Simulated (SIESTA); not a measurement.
## Sn3Se in SIESTA: the effect of strain zz

The system is Sn3Se.

```
Sn Se
1.0
     0.00000    3.73314    3.58381
     3.73314    0.00000    3.58381
     3.73314    3.73314    0.00000
Sn Se
3 1
Direct
  0.50000 0.50000 0.50000
  0.75000 0.75000 0.75000
  0.25000 0.25000 0.25000
  0.00000 0.00000 0.00000
```

The cell comes from a database or a generator and needn't be the stable form of this composition.

The cell isn't the ideal one: cell strained along z.

Alike in all runs:

| Item | Value |
| --- | --- |
| Program | SIESTA 5.4.2 |
| Task | band structure |
| Functional | PBEsol |
| Potentials or basis | PseudoDojo 0.4 standard (PBEsol files) |
| Basis | DZP (energy shift 0.003 Ry; two zetas on semicore shells) |
| Grid cutoff | 500 Ry |
| Energy shift | 0.003 Ry |
| k mesh | 6 × 6 × 6 |
| Occupations | fermi-dirac, width 0.05 eV |
| Spin | no spin polarisation |

```csv
strain zz,pressure (GPa)
-0.04,-0.1
-0.02,?
0,-2.2
0.02,-3.2
0.04,-3.9
```

Q: What does the run with strain zz -0.02 give?

A: Pressure -1.2 GPa.

Worked out: A parabola through the other rows of the pressure, of slope -53.8 GPa per unit of strain zz there, gives -1.2 GPa, against the run's -1.2.

Caveats: the basis of atomic orbitals isn't converged, which shifts pressures, moduli and gaps.
